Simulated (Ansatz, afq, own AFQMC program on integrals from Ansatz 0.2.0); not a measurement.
# CH3Ge+ (triplet): AFQMC on the coupled-cluster ladder, cc-pVTZ

Aim: compute CH3Ge+ (triplet) with auxiliary-field quantum Monte Carlo on the same integrals as coupled cluster, and set the energies side by side.

Program: Ansatz 0.2.0, Gaussian basis, and an in-house AFQMC program (afq) on its integrals; all values are calculated. Level of theory: cc-pVTZ, frozen cores. These are calculated values, not measurements.

The runs, in order: PBE (unrestricted); CCSD(T) on UHF; CCSD(T) on UHF; r2SCAN (unrestricted); PBE0 (unrestricted); B3LYP (unrestricted); CCSD(T) on UHF; wB97M-V (unrestricted); B2PLYP (unrestricted); Phaseless AFQMC, CISD trial on UHF.

## 1. The system

The geometry is a PBE0/def2-TZVP stationary point (not a proven minimum) of the parent state, kept for this charge and spin. No spin-orbit coupling is included. The filled d shell of Ge may be among the frozen orbitals whatever the setting's name suggests; the logs give the count.

5 atoms, charge 1, spin multiplicity 3.

Atoms are counted from 1 here; the program's logs count them from 0.

Bond lengths: Ge1–C2 1.885 Å, Ge1–H3 1.585 Å, C2–H4 1.090 Å, C2–H5 1.087 Å. Angles: C2–Ge1–H3 99.2°, Ge1–C2–H4 120.5°, Ge1–C2–H5 123.1°, H4–C2–H5 113.6°.

## 2. PBE (unrestricted)

Contents of in.yaml:

```yaml
crystal:
  periodic: [false, false, false]
  atoms:
    - {symbol: Ge, position_ang: [-0.010779, 0.032151, 0.310414]}
    - {symbol: C, position_ang: [0.050474, -0.062529, -1.571171]}
    - {symbol: H, position_ang: [0.350811, -1.472587, 0.652420]}
    - {symbol: H, position_ang: [-0.400886, -0.903724, -2.097076]}
    - {symbol: H, position_ang: [0.225451, 0.804390, -2.203997]}
basis:
  gaussian: {orbitals: cc-pVTZ}
total_charge: 1
magnetization: {spin_polarized: true, initial_magnetization: 2}
hamiltonian: {xc: {name: PBE}}
output: {orbitals: {seedname: orbitals}}
```

Started as:

```
ansatz run in.yaml --threads 1 --pin off --events-out ev --progress --plain --max-ram 5632MiB --backend cpu
```

The program printed:

```text
Functional definition: PBE
  name "PBE"
  cite "Perdew, Burke & Ernzerhof, Phys. Rev. Lett. 77, 3865 (1996) doi:10.1103/PhysRevLett.77.3865"
  parent pbe
  parameter kappa = 0.804
  parameter beta = 0.06672455060314922
  exchange = pbe_x(kappa = kappa, mu = beta*pi^2/3)
  correlation = pbe_c(beta = beta)
701 factors; their error is unknown
mean field evaluation 1: about -57563.6461 eV, gradient 6.3e1 eV
mean field evaluation 2: about -57445.7088 eV, gradient 1.1e2 eV
mean field evaluation 4: about -57583.1937 eV, gradient 1.1e1 eV
mean field evaluation 8: about -57583.7502 eV, gradient 8.3e-2 eV
mean field evaluation 16: about -57583.7407 eV, gradient 1.1e-4 eV
mean field -57583.74074210 eV, -2116.1634406108 hartree, gradient 2.4e-5 eV, S^2 2.003890; 0 other end points of the search recorded, 0 dependent functions left out
reference -57583.74077852 eV, -2116.1634419492 hartree; 21, 19 occupied and 94, 96 virtual orbitals, 701 factors
Total energy: -57583.74077852 eV, -2116.1634419492 hartree
```

Run time: 2 s. Hardware: 1 thread of AMD EPYC 7R13 (Zen 3), shared host; peak memory 1.9 GiB.

From the report: ⟨S²⟩ of the determinant 2.004 (pure triplet: 2.00).

## 3. CCSD(T) on UHF

in.yaml, as its differences from that of step 2:

```diff
@@ -12,3 +12,2 @@
 magnetization: {spin_polarized: true, initial_magnetization: 2}
-hamiltonian: {xc: {name: PBE}}
-output: {orbitals: {seedname: orbitals}}
+correlation: {method: ccsd_t, electrons: outside_noble_gas, hamiltonian_folder: ham}
```

Started as:

```
ansatz run in.yaml --threads 1 --pin off --events-out ev --progress --plain --max-ram 16896MiB --backend cuda --devices 0, --max-vram 18GiB
```

The program printed, cut to the lines that bear on the results:

```text
Functional definition: HF
  name "HF"
  cite "Fock, Z. Phys. 61, 126 (1930) doi:10.1007/BF01340294"
  parent pbe
[...]
682 factors; integrals over basis functions are off by at most 1.1e-3 eV
[...]
mean field -57542.91774583 eV, -2114.6632231686 hartree, gradient 2.2e-6 eV, S^2 2.019888; 2 other end points of the search recorded, 0 dependent functions left out
determinant -57542.91774583 eV, -2114.6632231686 hartree, with singles and doubles -57549.60258544 eV, -2114.9088864933 hartree
determinant -57540.12441901 eV, -2114.5605703014 hartree, with singles and doubles -57546.80898131 eV, -2114.8062234350 hartree
determinant -57539.84520336 eV, -2114.5503093154 hartree, with singles and doubles -57546.66255903 eV, -2114.8008425154 hartree
15 core orbitals not correlated: weight in the atoms' cores, before any rotation towards them, 0.999 or more for the frozen orbitals, at most 0.001 for the correlated occupied ones
reference -57542.91774583 eV, -2114.6632231686 hartree; 6, 4 occupied and 94, 96 virtual orbitals, 682 factors
second order -5.72940267 eV of doubles, -0.00000000 eV of singles
cycle   1  -6.55574686 eV  change   -5.1e-1 eV  update   1.9e-2
[...]
cycle  11  -6.57196335 eV  change    1.6e-6 eV  update   7.4e-6
perturbative correction -0.23710833 eV, -0.0087135703 hartree
Total energy: -57549.72681750 eV, -2114.9134519373 hartree
```

Wall time 3.3 s (1 × NVIDIA H100 80GB HBM3 with 1 thread of AMD EPYC 7R13 (Zen 3), shared host); peak host memory 1.9 GiB.

From the report: ⟨S²⟩ of the determinant 2.020 (pure triplet: 2.00); correlation -6.8091 eV; T1 0.023; largest double amplitude 0.03.

This run also writes the integrals to the folder ham.

## 4. CCSD(T) on UHF

in.yaml, as its differences from that of step 3:

```diff
@@ -9,5 +9,5 @@
 basis:
-  gaussian: {orbitals: cc-pVTZ}
+  gaussian: {orbitals: def2-TZVPP}
 total_charge: 1
 magnetization: {spin_polarized: true, initial_magnetization: 2}
-correlation: {method: ccsd_t, electrons: outside_noble_gas, hamiltonian_folder: ham}
+correlation: {method: ccsd_t, electrons: outside_noble_gas}
```

Launched as before.

The program printed, cut to the lines that bear on the results:

```text
Functional definition: HF
  name "HF"
  cite "Fock, Z. Phys. 61, 126 (1930) doi:10.1007/BF01340294"
  parent pbe
[...]
736 factors; integrals over basis functions are off by at most 1.3e-3 eV
[...]
mean field -57541.87298362 eV, -2114.6248288656 hartree, gradient 2.5e-6 eV, S^2 2.020163; 2 other end points of the search recorded, 0 dependent functions left out
determinant -57541.87298362 eV, -2114.6248288656 hartree, with singles and doubles -57548.54539642 eV, -2114.8700355134 hartree
determinant -57539.08194522 eV, -2114.5222600964 hartree, with singles and doubles -57545.75715207 eV, -2114.7675694236 hartree
determinant -57538.79865346 eV, -2114.5118493160 hartree, with singles and doubles -57545.60133532 eV, -2114.7618432637 hartree
15 core orbitals not correlated: weight in the atoms' cores, before any rotation towards them, 0.999 or more for the frozen orbitals, at most 0.000 for the correlated occupied ones
reference -57541.87298362 eV, -2114.6248288656 hartree; 6, 4 occupied and 100, 102 virtual orbitals, 736 factors
second order -5.71548444 eV of doubles, -0.00000000 eV of singles
cycle   1  -6.54380541 eV  change   -5.0e-1 eV  update   1.9e-2
[...]
cycle  11  -6.55988092 eV  change    1.3e-6 eV  update   7.5e-6
perturbative correction -0.23527409 eV, -0.0086461632 hartree
Total energy: -57548.66813863 eV, -2114.8745462064 hartree
```

It took 3.4 s on 1 × NVIDIA H100 80GB HBM3 with 1 thread of AMD EPYC 7R13 (Zen 3), shared host; peak host memory 1.9 GiB.

From the report: ⟨S²⟩ of the determinant 2.020 (pure triplet: 2.00); correlation -6.7952 eV; T1 0.023; largest double amplitude 0.03.

## 5. r2SCAN (unrestricted)

in.yaml, as its differences from that of step 4:

```diff
@@ -9,5 +9,5 @@
 basis:
-  gaussian: {orbitals: def2-TZVPP}
+  gaussian: {orbitals: cc-pVTZ}
 total_charge: 1
 magnetization: {spin_polarized: true, initial_magnetization: 2}
-correlation: {method: ccsd_t, electrons: outside_noble_gas}
+hamiltonian: {xc: {name: r2SCAN}}
```

Started as:

```
ansatz run in.yaml --threads 1 --pin off --events-out ev --progress --plain --max-ram 5632MiB --backend cpu
```

The program printed:

```text
Functional definition: r2SCAN
  name "r2SCAN"
  cite "Furness, Kaplan, Ning, Perdew & Sun, J. Phys. Chem. Lett. 11, 8208 (2020) doi:10.1021/acs.jpclett.0c02405"
  cite "Furness, Kaplan, Ning, Perdew & Sun, J. Phys. Chem. Lett. 11, 9248 (2020) doi:10.1021/acs.jpclett.0c03077"
  parent r2scan
  parameter k0 = 0.174
  parameter k1 = 0.065
  parameter a1 = 4.9479
  exchange = r2scan_x(k0 = k0, k1 = k1, a1 = a1)
  correlation = r2scan_c
701 factors; their error is unknown
mean field evaluation 1: about -57580.7429 eV, gradient 4.9e1 eV
mean field evaluation 2: about -57525.6622 eV, gradient 8.3e1 eV
mean field evaluation 4: about -57592.8135 eV, gradient 6.8e0 eV
mean field evaluation 8: about -57592.9818 eV, gradient 1.8e-1 eV
mean field evaluation 16: about -57592.9732 eV, gradient 3.6e-4 eV
mean field -57592.97317431 eV, -2116.5027262365 hartree, gradient 1.5e-5 eV, S^2 2.008784; 0 other end points of the search recorded, 0 dependent functions left out
reference -57592.97318720 eV, -2116.5027267103 hartree; 21, 19 occupied and 94, 96 virtual orbitals, 701 factors
Total energy: -57592.97318720 eV, -2116.5027267103 hartree
```

It took 4.8 s on 1 thread of AMD EPYC 7R13 (Zen 3), shared host; peak memory 1.9 GiB.

From the report: ⟨S²⟩ of the determinant 2.009 (pure triplet: 2.00).

## 6. PBE0 (unrestricted)

in.yaml, as its differences from that of step 5:

```diff
@@ -12,2 +12,3 @@
 magnetization: {spin_polarized: true, initial_magnetization: 2}
-hamiltonian: {xc: {name: r2SCAN}}
+hamiltonian: {xc: {name: PBE0}}
+output: {orbitals: {seedname: orbitals}}
```

Same command.

The program printed:

```text
Functional definition: PBE0
  name "PBE0"
  cite "Adamo & Barone, J. Chem. Phys. 110, 6158 (1999) doi:10.1063/1.478522"
  cite "Perdew, Burke & Ernzerhof, Phys. Rev. Lett. 77, 3865 (1996) doi:10.1103/PhysRevLett.77.3865"
  parent pbe
  parameter a = 0.25
  parameter kappa = 0.804
  parameter beta = 0.06672455060314922
  exchange = (1 - a)*pbe_x(kappa = kappa, mu = beta*pi^2/3) + a*exact_x
  correlation = pbe_c(beta = beta)
767 factors; their error is unknown
mean field evaluation 1: about -57575.6823 eV, gradient 4.3e1 eV
mean field evaluation 2: about -57555.0958 eV, gradient 6.2e1 eV
mean field evaluation 4: about -57585.1320 eV, gradient 3.4e0 eV
mean field evaluation 8: about -57585.1715 eV, gradient 6.0e-2 eV
mean field evaluation 16: about -57585.3763 eV, gradient 5.1e-4 eV
mean field -57585.37625652 eV, -2116.2235446572 hartree, gradient 2.2e-5 eV, S^2 2.006155; 0 other end points of the search recorded, 0 dependent functions left out
reference -57585.37628377 eV, -2116.2235456585 hartree; 21, 19 occupied and 94, 96 virtual orbitals, 767 factors
Total energy: -57585.37628377 eV, -2116.2235456585 hartree
```

It took 2.8 s on 1 thread of AMD EPYC 7R13 (Zen 3), shared host; peak memory 1.9 GiB.

From the report: ⟨S²⟩ of the determinant 2.006 (pure triplet: 2.00).

## 7. B3LYP (unrestricted)

in.yaml, as its differences from that of step 6:

```diff
@@ -12,3 +12,2 @@
 magnetization: {spin_polarized: true, initial_magnetization: 2}
-hamiltonian: {xc: {name: PBE0}}
-output: {orbitals: {seedname: orbitals}}
+hamiltonian: {xc: {name: B3LYP}}
```

Launched as before.

The program printed, cut to the lines that bear on the results:

```text
Functional definition: B3LYP
  name "B3LYP"
  cite "Stephens, Devlin, Chabalowski & Frisch, J. Phys. Chem. 98, 11623 (1994) doi:10.1021/j100096a001"
  cite "Becke, Phys. Rev. A 38, 3098 (1988) doi:10.1103/PhysRevA.38.3098"
  cite "Lee, Yang & Parr, Phys. Rev. B 37, 785 (1988) doi:10.1103/PhysRevB.37.785"
  cite "Vosko, Wilk & Nusair, Can. J. Phys. 58, 1200 (1980) doi:10.1139/p80-159"
[...]
758 factors; their error is unknown
[...]
mean field -57595.26944761 eV, -2116.5871127239 hartree, gradient 7.8e-5 eV, S^2 2.005387; 0 other end points of the search recorded, 0 dependent functions left out
reference -57595.26965615 eV, -2116.5871203874 hartree; 21, 19 occupied and 94, 96 virtual orbitals, 758 factors
Total energy: -57595.26965615 eV, -2116.5871203874 hartree
```

Wall time 2.8 s (1 thread of AMD EPYC 7R13 (Zen 3), shared host); peak memory 1.9 GiB.

From the report: ⟨S²⟩ of the determinant 2.005 (pure triplet: 2.00).

## 8. CCSD(T) on UHF

in.yaml, as its differences from that of step 7:

```diff
@@ -9,5 +9,5 @@
 basis:
-  gaussian: {orbitals: cc-pVTZ}
+  gaussian: {orbitals: "def2-QZVPP.json"}
 total_charge: 1
 magnetization: {spin_polarized: true, initial_magnetization: 2}
-hamiltonian: {xc: {name: B3LYP}}
+correlation: {method: ccsd_t, electrons: outside_noble_gas}
```

Started as:

```
ansatz run in.yaml --threads 1 --pin off --events-out ev --progress --plain --max-ram 16896MiB --backend cuda --devices 0, --max-vram 18GiB
```

The program printed, cut to the lines that bear on the results:

```text
Functional definition: HF
  name "HF"
  cite "Fock, Z. Phys. 61, 126 (1930) doi:10.1007/BF01340294"
  parent pbe
[...]
1476 factors; integrals over basis functions are off by at most 9.0e-4 eV
[...]
mean field -57543.07549974 eV, -2114.6690205181 hartree, gradient 3.2e-6 eV, S^2 2.020095; 2 other end points of the search recorded, 0 dependent functions left out
determinant -57543.07549974 eV, -2114.6690205181 hartree, with singles and doubles -57550.14657507 eV, -2114.9288777435 hartree
determinant -57540.29319387 eV, -2114.5667726633 hartree, with singles and doubles -57547.34210428 eV, -2114.8258153427 hartree
determinant -57540.01369872 eV, -2114.5565014060 hartree, with singles and doubles -57547.21018109 eV, -2114.8209672549 hartree
15 core orbitals not correlated: weight in the atoms' cores, before any rotation towards them, 0.999 or more for the frozen orbitals, at most 0.000 for the correlated occupied ones
reference -57543.07549974 eV, -2114.6690205181 hartree; 6, 4 occupied and 215, 217 virtual orbitals, 1476 factors
second order -6.10013537 eV of doubles, -0.00000000 eV of singles
cycle   1  -6.84298089 eV  change   -6.9e-1 eV  update   2.2e-2
[...]
cycle  11  -6.86734687 eV  change    1.0e-6 eV  update   8.0e-6
perturbative correction -0.25894119 eV, -0.0095159132 hartree
Total energy: -57550.20178780 eV, -2114.9309067737 hartree
```

Run time: 6 s. Hardware: 1 × NVIDIA H100 80GB HBM3 with 1 thread of AMD EPYC 7R13 (Zen 3), shared host; peak host memory 1.9 GiB.

From the report: ⟨S²⟩ of the determinant 2.020 (pure triplet: 2.00); correlation -7.1263 eV; T1 0.023; largest double amplitude 0.03.

## 9. wB97M-V (unrestricted)

in.yaml, as its differences from that of step 8:

```diff
@@ -9,5 +9,6 @@
 basis:
-  gaussian: {orbitals: "def2-QZVPP.json"}
+  gaussian: {orbitals: cc-pVTZ}
 total_charge: 1
 magnetization: {spin_polarized: true, initial_magnetization: 2}
-correlation: {method: ccsd_t, electrons: outside_noble_gas}
+hamiltonian: {xc: {name: wB97M-V}}
+output: {orbitals: {seedname: orbitals}}
```

Started as:

```
ansatz run in.yaml --threads 1 --pin off --events-out ev --progress --plain --max-ram 5632MiB --backend cpu
```

The program printed, cut to the lines that bear on the results:

```text
Functional definition: wB97M-V
  name "wB97M-V"
  cite "Mardirossian & Head-Gordon, J. Chem. Phys. 144, 214110 (2016) doi:10.1063/1.4952647"
  cite "Becke, J. Chem. Phys. 107, 8554 (1997) doi:10.1063/1.475007"
  cite "Vydrov & Van Voorhis, J. Chem. Phys. 133, 244103 (2010) doi:10.1063/1.3521275"
  # Of w^i u^j: cxij and so on, Table III.
[...]
  gx(w, u) = 1 - cx + cx01*u + cx10*w
  gss(w, u) = css00 + css04*u^4 + css10*w + css20*w^2 + css43*w^4*u^3
  gos(w, u) = cos00 + cos10*w + (cos20 + cos21*u)*w^2 + (cos60 + cos61*u)*w^6
[...]
      + integral(e_c_pw_mod_opposite_spin*gos(b97_w_opposite, b97_u_opposite)) + vv10(b, c)
751 factors; their error is unknown
173 factors; integrals over basis functions are off by at most 8.3e-6 eV
[...]
mean field -57589.99323764 eV, -2116.3932155837 hartree, gradient 3.4e-5 eV, S^2 2.005160; 0 other end points of the search recorded, 0 dependent functions left out
reference -57589.99327609 eV, -2116.3932169969 hartree; 21, 19 occupied and 94, 96 virtual orbitals, 751 factors
Total energy: -57589.99327609 eV, -2116.3932169969 hartree
```

Run time: 10 s. Hardware: 1 thread of AMD EPYC 7R13 (Zen 3), shared host; peak memory 1.9 GiB.

From the report: ⟨S²⟩ of the determinant 2.005 (pure triplet: 2.00).

## 10. B2PLYP (unrestricted)

in.yaml, as its differences from that of step 9:

```diff
@@ -12,3 +12,3 @@
 magnetization: {spin_polarized: true, initial_magnetization: 2}
-hamiltonian: {xc: {name: wB97M-V}}
-output: {orbitals: {seedname: orbitals}}
+hamiltonian: {xc: {name: B2PLYP}}
+correlation: {electrons: outside_noble_gas}
```

The command is unchanged.

The program printed, cut to the lines that bear on the results:

```text
Functional definition: B2PLYP
  name "B2PLYP"
  cite "Grimme, J. Chem. Phys. 124, 034108 (2006) doi:10.1063/1.2148954"
  cite "Becke, Phys. Rev. A 38, 3098 (1988) doi:10.1103/PhysRevA.38.3098"
  cite "Lee, Yang & Parr, Phys. Rev. B 37, 785 (1988) doi:10.1103/PhysRevB.37.785"
[...]
682 factors; integrals over basis functions are off by at most 1.1e-3 eV
[...]
mean field -57579.67683857 eV, -2116.0140949108 hartree, gradient 6.2e-6 eV, S^2 2.010589; 1 other end points of the search recorded, 0 dependent functions left out
15 core orbitals not correlated: weight in the atoms' cores, before any rotation towards them, 0.999 or more for the frozen orbitals, at most 0.001 for the correlated occupied ones
reference -57579.67697017 eV, -2116.0140997470 hartree; 6, 4 occupied and 94, 96 virtual orbitals, 682 factors
second order -7.16682540 eV of doubles, -0.00000000 eV of singles
Total energy: -57581.61201303 eV, -2116.0852112604 hartree
```

Run time: 4.9 s. Hardware: 1 thread of AMD EPYC 7R13 (Zen 3), shared host; peak memory 1.9 GiB.

From the report: ⟨S²⟩ of the determinant 2.011 (pure triplet: 2.00).

## 11. Phaseless AFQMC, CISD trial on UHF

It reads the integrals that the CCSD(T) run on this determinant wrote.

Started as:

```
afq ham --method phaseless --trial cisd --walkers 400 --populations 10 --least-time 60 --time-step 0.005 --steps-per-block 50 --equilibration-blocks 28 --max-blocks 4000 --target-error 0.00019 --factor-cut 1e-05 --start spin_pure --seed 9624 --release-times 0.24,0.51,0.99,1.62,2.4 --release-step 0.03 --release-every 3 --taylor-order 6
```

The program printed:

```text
orbitals 100  electrons 6 4  factors 636 of 682
reference energy -2114.66322317 Eh
CCSD correlation -0.24151533 Eh in 14 cycles, weight of the determinant in the CISD state 0.8863
energy of the start -2114.904007 Eh
 block  time / (1/Eh)  mean weight  energy / Eh
     1     0.250  0.9998  -2114.902833
     2     0.500  0.9998  -2114.905955
     3     0.750  0.9988  -2114.908102
     4     1.000  0.9999  -2114.909951
     5     1.250  0.9989  -2114.910834
     6     1.500  0.9986  -2114.909920
     7     1.750  0.9994  -2114.912283
     8     2.000  0.9999  -2114.914528
     9     2.250  1.0004  -2114.915659
    10     2.500  0.9997  -2114.916521
    13     3.250  1.0010  -2114.913317
    17     4.250  1.0003  -2114.911621
    21     5.250  0.9994  -2114.912969
    25     6.250  0.9998  -2114.914498
    29     7.250  0.9993  -2114.912482
    33     8.250  1.0004  -2114.913892
    37     9.250  0.9999  -2114.913768
    41    10.250  0.9999  -2114.914505
    45    11.250  1.0000  -2114.912530
    49    12.250  0.9996  -2114.915313
    53    13.250  0.9982  -2114.914433
    57    14.250  1.0005  -2114.916061
    61    15.250  1.0003  -2114.912529
    65    16.250  1.0005  -2114.915256
    69    17.250  0.9993  -2114.914174
    73    18.250  0.9987  -2114.915694
    77    19.250  1.0004  -2114.916711
    81    20.250  1.0009  -2114.915010
    85    21.250  1.0011  -2114.913943
    89    22.250  1.0000  -2114.915279
    93    23.250  1.0012  -2114.912712
    97    24.250  1.0010  -2114.910873
   101    25.250  1.0001  -2114.914300
   105    26.250  1.0003  -2114.912020
   109    27.250  1.0002  -2114.913069
   113    28.250  0.9994  -2114.914127
   117    29.250  0.9999  -2114.915479
   121    30.250  1.0012  -2114.911018
   125    31.250  1.0006  -2114.913169
   129    32.250  0.9995  -2114.913626
   133    33.250  0.9999  -2114.914180
   137    34.250  1.0006  -2114.914617
   141    35.250  1.0001  -2114.917419
   145    36.250  0.9998  -2114.913610
   149    37.250  0.9996  -2114.914318
   153    38.250  1.0007  -2114.912587
   157    39.250  0.9998  -2114.912621
   161    40.250  1.0000  -2114.913053
   165    41.250  1.0004  -2114.917526
   169    42.250  0.9993  -2114.918386
   173    43.250  0.9988  -2114.912788
   177    44.250  1.0004  -2114.914256
error from the spread of 10 populations
released: time / (1/Eh)  energy / Eh  error  mean overlap
  0.24  -2114.914509  0.000149  1.0011
  0.51  -2114.914767  0.000163  0.9927
  0.99  -2114.915172  0.000198  0.9794
  1.62  -2114.914796  0.000226  0.9816
  2.40  -2114.914818  0.000270  0.9886
energy -2114.914338 +/- 0.000180 Eh
```

Run time: 59 s. Hardware: 1 × NVIDIA H100 80GB HBM3 with 2 threads of AMD EPYC 7R13 (Zen 3), shared host; peak host memory 1.9 GiB.

Energy -57549.7509 ± 0.0049 eV. Caveats: constraint bias not in the error.

## 12. AFQMC on the ladder

On the UHF determinant, counted from CCSD(T) (a yardstick, not exact):

```
                                               level  energy (eV)  from CCSD(T) (meV)  statistical error (meV)  time
                                                  HF  -57542.9177             +6809.1                               
                                                 MP2  -57548.6471             +1079.7                               
                                                CCSD  -57549.4897              +237.1                               
                                             CCSD(T)  -57549.7268                 0.0                               
Phaseless AFQMC, CISD trial, step 0.005, 400 walkers  -57549.7509               -24.1                      4.9  59 s
```

The functionals' totals stand on their own zeros and serve differences with other points: PBE -57583.741 eV; r2SCAN -57592.973 eV; PBE0 -57585.376 eV; B3LYP -57595.270 eV; wB97M-V -57589.993 eV; B2PLYP -57581.612 eV.

## 13. What came out

| quantity | value |
| --- | --- |
| Phaseless AFQMC, CISD trial on UHF from CCSD(T) | -24.1 ± 4.9 meV |

On UHF the phaseless walk with the CISD trial lies -24.1 meV from CCSD(T), 5 times its error bar. Error bars are statistical and leave out the constraint, the time step and what remains of the start.
